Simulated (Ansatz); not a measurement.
# GeNH₅ + HBr: a complex and its separated parts, part 2 of 3

Ansatz 0.2.0, Gaussian basis. Earlier steps stand in the parts before.

**7. r2SCAN-D4/def2-TZVPP**

The inputs:

parta/in.yaml

```yaml
crystal:
  periodic: [false, false, false]
  atoms:
    - {symbol: Ge, position_ang: [-0.787691, 0.006340, -0.674765]}
    - {symbol: H, position_ang: [-0.332275, -1.232516, -1.460205]}
    - {symbol: H, position_ang: [-2.330132, -0.021669, -0.550879]}
    - {symbol: H, position_ang: [-0.372824, 1.298891, -1.393288]}
    - {symbol: N, position_ang: [0.108253, -0.021799, 0.935556]}
    - {symbol: H, position_ang: [-0.062295, -0.857106, 1.479193]}
    - {symbol: H, position_ang: [-0.087758, 0.778316, 1.521867]}
basis:
  gaussian: {orbitals: def2-TZVPP}
hamiltonian: {xc: r2scan, dispersion: d4}
```

partb/in.yaml

```yaml
crystal:
  periodic: [false, false, false]
  atoms:
    - {symbol: Br, position_ang: [2.504322, 0.043835, -0.349204]}
    - {symbol: H, position_ang: [1.360401, 0.005807, 0.491825]}
basis:
  gaussian: {orbitals: def2-TZVPP}
hamiltonian: {xc: r2scan, dispersion: d4}
```

One command serves all of them, each in its own folder.

On the command line:

```
ansatz run in.yaml --threads 4 --pin off --events-out ev --progress --plain --max-ram 9574MiB
```

Log of parta, shortened:

```text
Functional definition: r2SCAN
  name "r2SCAN"
  cite "Furness, Kaplan, Ning, Perdew & Sun, J. Phys. Chem. Lett. 11, 8208 (2020) doi:10.1021/acs.jpclett.0c02405"
  cite "Furness, Kaplan, Ning, Perdew & Sun, J. Phys. Chem. Lett. 11, 9248 (2020) doi:10.1021/acs.jpclett.0c03077"
  parent r2scan
[...]
808 factors; their error is unknown
[...]
mean field -58089.28500897 eV, -2134.7418497480 hartree, gradient 6.9e-5 eV, S^2 0.000000; 0 other end points of the search recorded, 0 dependent functions left out
reference -58089.28501910 eV, -2134.7418501204 hartree; 22, 22 occupied and 127, 127 virtual orbitals, 808 factors
Total energy: -58089.30466141 eV, -2134.7425719620 hartree
```

Log of partb, shortened:

```text
[... 5 set-up lines as earlier in the session ...]
[...]
435 factors; their error is unknown
[...]
mean field -70062.28305535 eV, -2574.7414123629 hartree, gradient 2.3e-5 eV, S^2 0.000000; 0 other end points of the search recorded, 0 dependent functions left out
reference -70062.28306145 eV, -2574.7414125873 hartree; 18, 18 occupied and 44, 44 virtual orbitals, 435 factors
Total energy: -70062.28452053 eV, -2574.7414662073 hartree
```

Wall times: 1.6 s (parta), 0.6 s (partb) on 4 threads of Arm Neoverse V1, shared host.

**8. B97M-V/def2-TZVPP**

The same edit goes into each in.yaml of step 7 (parta, partb):

```diff
-hamiltonian: {xc: r2scan, dispersion: d4}
+hamiltonian: {xc: {name: B97M-V}}
```

The same command starts each run, in its folder.

On the command line:

```
ansatz run in.yaml --threads 4 --pin off --events-out ev --progress --plain --max-ram 9574MiB
```

parta printed, shortened:

```text
Functional definition: B97M-V
  name "B97M-V"
  cite "Mardirossian & Head-Gordon, J. Chem. Phys. 142, 074111 (2015) doi:10.1063/1.4907719"
  cite "Becke, J. Chem. Phys. 107, 8554 (1997) doi:10.1063/1.475007"
  cite "Vydrov & Van Voorhis, J. Chem. Phys. 133, 244103 (2010) doi:10.1063/1.3521275"
  # Of w^i u^j: cxij and so on, Table III.
[...]
  gx(w, u) = cx00 + cx01*u + cx02*u^2 + (cx10 + cx11*u)*w
[...]
  gos(w, u) = cos00 + cos01*u + cos03*u^3 + cos10*w + cos32*w^3*u^2
[...]
      + integral(e_c_pw_mod_opposite_spin*gos(b97_w_opposite, b97_u_opposite)) + vv10(b, c)
808 factors; their error is unknown
[...]
mean field -58079.70300268 eV, -2134.3897175118 hartree, gradient 4.8e-5 eV, S^2 0.000000; 0 other end points of the search recorded, 0 dependent functions left out
reference -58079.70305267 eV, -2134.3897193491 hartree; 22, 22 occupied and 127, 127 virtual orbitals, 808 factors
Total energy: -58079.70305267 eV, -2134.3897193491 hartree
```

Output in partb, shortened:

```text
[... 5 set-up lines as earlier in the session ...]
  # Of w^i u^j: cxij and so on, Table III.
[...]
  gx(w, u) = cx00 + cx01*u + cx02*u^2 + (cx10 + cx11*u)*w
[...]
  gos(w, u) = cos00 + cos01*u + cos03*u^3 + cos10*w + cos32*w^3*u^2
[...]
      + integral(e_c_pw_mod_opposite_spin*gos(b97_w_opposite, b97_u_opposite)) + vv10(b, c)
435 factors; their error is unknown
[...]
mean field -70050.13095878 eV, -2574.2948310509 hartree, gradient 1.6e-5 eV, S^2 0.000000; 0 other end points of the search recorded, 0 dependent functions left out
reference -70050.13099062 eV, -2574.2948322213 hartree; 18, 18 occupied and 44, 44 virtual orbitals, 435 factors
Total energy: -70050.13099062 eV, -2574.2948322213 hartree
```

Wall times: 3 s (parta), 0.75 s (partb) on 4 threads of Arm Neoverse V1, shared host.

**9. PBE0-D4/def2-TZVPP**

The same edit goes into each in.yaml of step 8 (parta, partb):

```diff
-hamiltonian: {xc: {name: B97M-V}}
+hamiltonian: {xc: pbe0, dispersion: d4}
+output: {orbitals: {seedname: orbitals}}
```

The same command starts each run, in its folder.

On the command line:

```
ansatz run in.yaml --threads 4 --pin off --events-out ev --progress --plain --max-ram 9574MiB
```

parta printed, shortened:

```text
[... 5 set-up lines as earlier in the session ...]
[...]
851 factors; their error is unknown
[...]
mean field -58081.45734407 eV, -2134.4541883687 hartree, gradient 8.2e-5 eV, S^2 0.000000; 0 other end points of the search recorded, 0 dependent functions left out
reference -58081.45736980 eV, -2134.4541893143 hartree; 22, 22 occupied and 127, 127 virtual orbitals, 851 factors
Total energy: -58081.52852232 eV, -2134.4568041214 hartree
```

Log of partb, shortened:

```text
[... 5 set-up lines as earlier in the session ...]
[...]
472 factors; their error is unknown
[...]
mean field -70054.59430981 eV, -2574.4588561761 hartree, gradient 7.1e-6 eV, S^2 0.000000; 0 other end points of the search recorded, 0 dependent functions left out
reference -70054.59432707 eV, -2574.4588568104 hartree; 18, 18 occupied and 44, 44 virtual orbitals, 472 factors
Total energy: -70054.59984632 eV, -2574.4590596389 hartree
```

Wall times: 0.96 s (parta), 0.25 s (partb) on 4 threads of Arm Neoverse V1, shared host.

**10. B3LYP-D4/def2-TZVPP**

The same edit goes into each in.yaml of step 9 (parta, partb):

```diff
-hamiltonian: {xc: pbe0, dispersion: d4}
-output: {orbitals: {seedname: orbitals}}
+hamiltonian: {xc: {name: B3LYP}, dispersion: d4}
```

Each run has its own folder and the same command.

On the command line:

```
ansatz run in.yaml --threads 4 --pin off --events-out ev --progress --plain --max-ram 9574MiB
```

Log of parta, shortened:

```text
Functional definition: B3LYP
  name "B3LYP"
  cite "Stephens, Devlin, Chabalowski & Frisch, J. Phys. Chem. 98, 11623 (1994) doi:10.1021/j100096a001"
[... 2 set-up lines as earlier in the session ...]
  cite "Vosko, Wilk & Nusair, Can. J. Phys. 58, 1200 (1980) doi:10.1139/p80-159"
[...]
839 factors; their error is unknown
[...]
mean field -58091.93020497 eV, -2134.8390589081 hartree, gradient 1.9e-5 eV, S^2 0.000000; 0 other end points of the search recorded, 0 dependent functions left out
reference -58091.93042599 eV, -2134.8390670303 hartree; 22, 22 occupied and 127, 127 virtual orbitals, 839 factors
Total energy: -58092.06985665 eV, -2134.8441910128 hartree
```

partb printed, shortened:

```text
[... 6 set-up lines as earlier in the session ...]
[...]
472 factors; their error is unknown
[...]
mean field -70063.59657715 eV, -2574.7896833990 hartree, gradient 6.2e-6 eV, S^2 0.000000; 0 other end points of the search recorded, 0 dependent functions left out
reference -70063.59673434 eV, -2574.7896891755 hartree; 18, 18 occupied and 44, 44 virtual orbitals, 472 factors
Total energy: -70063.60786762 eV, -2574.7900983158 hartree
```

They took 1.1 s (parta), 0.25 s (partb) on 4 threads of Arm Neoverse V1, shared host.

**11. r2SCAN0-D4/def2-TZVPP**

The same edit goes into each in.yaml of step 10 (parta, partb):

```diff
-hamiltonian: {xc: {name: B3LYP}, dispersion: d4}
+hamiltonian: {xc: {name: r2SCAN0}, dispersion: d4}
```

One command serves all of them, each in its own folder.

On the command line:

```
ansatz run in.yaml --threads 4 --pin off --events-out ev --progress --plain --max-ram 9574MiB
```

Log of parta, shortened:

```text
Functional definition: r2SCAN0
  name "r2SCAN0"
  cite "Bursch, Neugebauer, Ehlert & Grimme, J. Chem. Phys. 156, 134105 (2022) doi:10.1063/5.0086040"
[... 3 set-up lines as earlier in the session ...]
[...]
851 factors; their error is unknown
[...]
mean field -58088.58739363 eV, -2134.7162128572 hartree, gradient 5.9e-5 eV, S^2 0.000000; 0 other end points of the search recorded, 0 dependent functions left out
reference -58088.58740168 eV, -2134.7162131530 hartree; 22, 22 occupied and 127, 127 virtual orbitals, 851 factors
Total energy: -58088.61042229 eV, -2134.7170591450 hartree
```

partb printed, shortened:

```text
[... 6 set-up lines as earlier in the session ...]
[...]
472 factors; their error is unknown
[...]
mean field -70062.25263130 eV, -2574.7402942998 hartree, gradient 7.3e-6 eV, S^2 0.000000; 0 other end points of the search recorded, 0 dependent functions left out
reference -70062.25263619 eV, -2574.7402944794 hartree; 18, 18 occupied and 44, 44 virtual orbitals, 472 factors
Total energy: -70062.25435101 eV, -2574.7403574981 hartree
```

They took 1.9 s (parta), 0.6 s (partb) on 4 threads of Arm Neoverse V1, shared host.

**12. BHLYP-D4/def2-TZVPP**

Each input of step 11 (parta, partb) changes in the same lines:

```diff
-hamiltonian: {xc: {name: r2SCAN0}, dispersion: d4}
+hamiltonian: {xc: {name: BHLYP}, dispersion: d4}
```

The same command starts each run, in its folder.

On the command line:

```
ansatz run in.yaml --threads 4 --pin off --events-out ev --progress --plain --max-ram 9574MiB
```

Output in parta, shortened:

```text
Functional definition: BHLYP
  name "BHLYP"
  cite "Becke, J. Chem. Phys. 98, 1372 (1993) doi:10.1063/1.464304"
[... 2 set-up lines as earlier in the session ...]
[...]
924 factors; their error is unknown
[...]
mean field -58088.96439926 eV, -2134.7300675586 hartree, gradient 3.0e-5 eV, S^2 0.000000; 0 other end points of the search recorded, 0 dependent functions left out
reference -58088.96455116 eV, -2134.7300731408 hartree; 22, 22 occupied and 127, 127 virtual orbitals, 924 factors
Total energy: -58089.06849215 eV, -2134.7338929019 hartree
```

Log of partb, shortened:

```text
[... 5 set-up lines as earlier in the session ...]
[...]
514 factors; their error is unknown
[...]
mean field -70062.48036129 eV, -2574.7486632227 hartree, gradient 8.4e-6 eV, S^2 0.000000; 0 other end points of the search recorded, 0 dependent functions left out
reference -70062.48046914 eV, -2574.7486671861 hartree; 18, 18 occupied and 44, 44 virtual orbitals, 514 factors
Total energy: -70062.48832856 eV, -2574.7489560143 hartree
```

Times: 1.1 s (parta), 0.25 s (partb) on 4 threads of Arm Neoverse V1, shared host.

**13. CAM-B3LYP-D4/def2-TZVPP**

Each input of step 12 (parta, partb) changes in the same lines:

```diff
-hamiltonian: {xc: {name: BHLYP}, dispersion: d4}
+hamiltonian: {xc: {name: CAM-B3LYP}, dispersion: d4}
```

Each run has its own folder and the same command.

On the command line:

```
ansatz run in.yaml --threads 4 --pin off --events-out ev --progress --plain --max-ram 9574MiB
```

Log of parta, shortened:

```text
Functional definition: CAM-B3LYP
  name "CAM-B3LYP"
  cite "Yanai, Tew & Handy, Chem. Phys. Lett. 393, 51 (2004) doi:10.1016/j.cplett.2004.06.011"
  cite "Iikura, Tsuneda, Yanai & Hirao, J. Chem. Phys. 115, 3540 (2001) doi:10.1063/1.1383587"
[... 2 set-up lines as earlier in the session ...]
[...]
839 factors; their error is unknown
225 factors; integrals over basis functions are off by at most 9.8e-6 eV
[...]
mean field -58093.06404470 eV, -2134.8807267498 hartree, gradient 5.1e-5 eV, S^2 0.000000; 0 other end points of the search recorded, 0 dependent functions left out
reference -58093.06415270 eV, -2134.8807307186 hartree; 22, 22 occupied and 127, 127 virtual orbitals, 839 factors
Total energy: -58093.13547367 eV, -2134.8833517157 hartree
```

Output in partb, shortened:

```text
[... 6 set-up lines as earlier in the session ...]
[...]
  # Exact exchange under (alpha + beta erf(omega r))/r, Becke's under what is left of 1/r.
[...]
472 factors; their error is unknown
82 factors; integrals over basis functions are off by at most 1.2e-4 eV
[...]
mean field -70066.16346713 eV, -2574.8840148656 hartree, gradient 3.1e-5 eV, S^2 0.000000; 0 other end points of the search recorded, 0 dependent functions left out
reference -70066.16354382 eV, -2574.8840176841 hartree; 18, 18 occupied and 44, 44 virtual orbitals, 472 factors
Total energy: -70066.16902145 eV, -2574.8842189830 hartree
```

Wall times: 1.1 s (parta), 0.3 s (partb) on 4 threads of Arm Neoverse V1, shared host.

**14. wB97X-V/def2-TZVPP**

Each input of step 13 (parta, partb) changes in the same lines:

```diff
-hamiltonian: {xc: {name: CAM-B3LYP}, dispersion: d4}
+hamiltonian: {xc: {name: wB97X-V}}
```

The same command starts each run, in its folder.

On the command line:

```
ansatz run in.yaml --threads 4 --pin off --events-out ev --progress --plain --max-ram 9574MiB
```

Output in parta, shortened:

```text
Functional definition: wB97X-V
  name "wB97X-V"
  cite "Mardirossian & Head-Gordon, Phys. Chem. Chem. Phys. 16, 9904 (2014) doi:10.1039/C3CP54374A"
[... 2 set-up lines as earlier in the session ...]
[...]
      + integral(e_c_pw_opposite_spin*poly(b97_u_opposite, cos0, cos1)) + vv10(b, c)
839 factors; their error is unknown
199 factors; integrals over basis functions are off by at most 6.2e-6 eV
[...]
mean field -58084.80368704 eV, -2134.5771642048 hartree, gradient 6.6e-5 eV, S^2 0.000000; 0 other end points of the search recorded, 0 dependent functions left out
reference -58084.80368537 eV, -2134.5771641432 hartree; 22, 22 occupied and 127, 127 virtual orbitals, 839 factors
Total energy: -58084.80368537 eV, -2134.5771641432 hartree
```

Output in partb, shortened:

```text
[... 5 set-up lines as earlier in the session ...]
[...]
      + integral(e_c_pw_opposite_spin*poly(b97_u_opposite, cos0, cos1)) + vv10(b, c)
472 factors; their error is unknown
73 factors; integrals over basis functions are off by at most 1.1e-4 eV
[...]
mean field -70056.29634356 eV, -2574.5214047625 hartree, gradient 1.2e-5 eV, S^2 0.000000; 0 other end points of the search recorded, 0 dependent functions left out
reference -70056.29634249 eV, -2574.5214047233 hartree; 18, 18 occupied and 44, 44 virtual orbitals, 472 factors
Total energy: -70056.29634249 eV, -2574.5214047233 hartree
```

Wall times: 2.7 s (parta), 0.6 s (partb) on 4 threads of Arm Neoverse V1, shared host.

**15. wB97M-V/def2-TZVPP**

The same edit goes into each in.yaml of step 14 (parta, partb):

```diff
-hamiltonian: {xc: {name: wB97X-V}}
+hamiltonian: {xc: {name: wB97M-V}}
```

One command serves all of them, each in its own folder.

On the command line:

```
ansatz run in.yaml --threads 4 --pin off --events-out ev --progress --plain --max-ram 9574MiB
```

Output in parta, shortened:

```text
Functional definition: wB97M-V
  name "wB97M-V"
  cite "Mardirossian & Head-Gordon, J. Chem. Phys. 144, 214110 (2016) doi:10.1063/1.4952647"
[... 2 set-up lines as earlier in the session ...]
  # Of w^i u^j: cxij and so on, Table III.
[...]
  gx(w, u) = 1 - cx + cx01*u + cx10*w
[...]
      + integral(e_c_pw_mod_opposite_spin*gos(b97_w_opposite, b97_u_opposite)) + vv10(b, c)
836 factors; their error is unknown
199 factors; integrals over basis functions are off by at most 6.2e-6 eV
[...]
mean field -58086.27733148 eV, -2134.6313196389 hartree, gradient 5.6e-5 eV, S^2 0.000000; 0 other end points of the search recorded, 0 dependent functions left out
reference -58086.27737210 eV, -2134.6313211318 hartree; 22, 22 occupied and 127, 127 virtual orbitals, 836 factors
Total energy: -58086.27737210 eV, -2134.6313211318 hartree
```

partb printed, shortened:

```text
[... 5 set-up lines as earlier in the session ...]
  # Of w^i u^j: cxij and so on, Table III.
[...]
  gx(w, u) = 1 - cx + cx01*u + cx10*w
[...]
      + integral(e_c_pw_mod_opposite_spin*gos(b97_w_opposite, b97_u_opposite)) + vv10(b, c)
467 factors; their error is unknown
73 factors; integrals over basis functions are off by at most 1.1e-4 eV
[...]
mean field -70058.67558993 eV, -2574.6088404540 hartree, gradient 8.6e-6 eV, S^2 0.000000; 0 other end points of the search recorded, 0 dependent functions left out
reference -70058.67561573 eV, -2574.6088414023 hartree; 18, 18 occupied and 44, 44 virtual orbitals, 467 factors
Total energy: -70058.67561573 eV, -2574.6088414023 hartree
```

Times: 3.1 s (parta), 0.7 s (partb) on 4 threads of Arm Neoverse V1, shared host.

**16. B2PLYP/def2-TZVPP**

Each input of step 15 (parta, partb) changes in the same lines:

```diff
-hamiltonian: {xc: {name: wB97M-V}}
+hamiltonian: {xc: {name: B2PLYP}}
```

One command serves all of them, each in its own folder.

On the command line:

```
ansatz run in.yaml --threads 4 --pin off --events-out ev --progress --plain --max-ram 9574MiB
```

Output in parta, shortened:

```text
Functional definition: B2PLYP
  name "B2PLYP"
  cite "Grimme, J. Chem. Phys. 124, 034108 (2006) doi:10.1063/1.2148954"
[... 2 set-up lines as earlier in the session ...]
[...]
887 factors; integrals over basis functions are off by at most 1.0e-3 eV
[...]
mean field -58074.77009599 eV, -2134.2084365346 hartree, gradient 2.0e-6 eV, S^2 0.000000; 0 other end points of the search recorded, 0 dependent functions left out
10 core orbitals not correlated: weight in the atoms' cores, before any rotation towards them, 1.000 or more for the frozen orbitals, at most 0.000 for the correlated occupied ones
reference -58074.77023766 eV, -2134.2084417408 hartree; 12, 12 occupied and 127, 127 virtual orbitals, 887 factors
second order -16.11282154 eV of doubles, -0.00000000 eV of singles
Total energy: -58079.12069947 eV, -2134.3683182637 hartree
```

partb printed, shortened:

```text
[... 5 set-up lines as earlier in the session ...]
[...]
399 factors; integrals over basis functions are off by at most 1.5e-3 eV
[...]
mean field -70049.78227221 eV, -2574.2820170560 hartree, gradient 1.6e-6 eV, S^2 0.000000; 0 other end points of the search recorded, 0 dependent functions left out
9 core orbitals not correlated: weight in the atoms' cores, before any rotation towards them, 1.000 or more for the frozen orbitals, at most 0.000 for the correlated occupied ones
reference -70049.78237295 eV, -2574.2820207580 hartree; 9, 9 occupied and 44, 44 virtual orbitals, 399 factors
second order -9.24613666 eV of doubles, -0.00000000 eV of singles
Total energy: -70052.27882984 eV, -2574.3737638568 hartree
```

They took 1.8 s (parta), 0.4 s (partb) on 4 threads of Arm Neoverse V1, shared host.

(Continued in part 3 of 3.)
